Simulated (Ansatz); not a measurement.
# SiSn: vertical spin-state energies

Computed with the Ansatz DFT code, driven from Python.

Run as a notebook:

In [1]:
```python
import ansatz as az
from ase import Atoms
```

In [2]:
```python
BASIS = 'def2-SVP'
FUNCTIONAL = 'pbe'
```

In [3]:
```python
atoms = Atoms(['Si', 'Sn'], positions=[
    (0.0, 0.0, 0.0),
    (0.0, 0.0, 2.465),
])
sisn = az.Crystal.molecule_from_ase(atoms)
```

In [4]:
```python
calc = sisn.calculation().basis(gaussian=BASIS).functional(FUNCTIONAL)
found = {}
for unpaired in [0, 2, 4]:
    report = calc.spin('collinear', total=unpaired).run(threads=1).report
    s = unpaired / 2
    found[unpaired] = report['free_energy_ev']
    print(f'2S+1 = {unpaired + 1}: E = {found[unpaired]:.5f} eV, <S^2> = {abs(report["mean_field"]["state"]["spin_squared"]):.3f} (pure state {s * (s + 1):.2f})')
lowest = min(found, key=found.get)
for unpaired, e in found.items():
    print(f'multiplicity {unpaired + 1}: {(e - found[lowest]):.3f} eV above the lowest')
```
```text
2S+1 = 1: E = -13700.06729 eV, <S^2> = 1.004 (pure state 0.00)
2S+1 = 3: E = -13700.26007 eV, <S^2> = 2.004 (pure state 2.00)
2S+1 = 5: E = -13698.93927 eV, <S^2> = 6.001 (pure state 6.00)
multiplicity 1: 0.193 eV above the lowest
multiplicity 3: 0.000 eV above the lowest
multiplicity 5: 1.321 eV above the lowest
```

In order: multiplicity 3 (+0.00 eV), multiplicity 1 (+0.19 eV) and multiplicity 5 (+1.32 eV), all at the one geometry.

The settings weren't tested for convergence. The geometry is a force-field or estimated start, not a minimum of this method, and the basis set is short of its limit. All parts are taken at fixed geometry, without zero-point energy. def2 sets replace the cores of elements past krypton by effective core potentials. The species is open-shell (spin multiplicity 3). The expectation value of S² is noticeably off S(S+1) in at least one run, so that state is spin-contaminated. Spin-orbit coupling, which mixes and shifts the spin states of heavy atoms, is left out. The spin state was assumed, and another may lie lower. Finished in 14 s on 1 thread of Intel(R) Xeon(R) Processor @ 2.30GHz (shared host), peak memory 0.22 GiB.
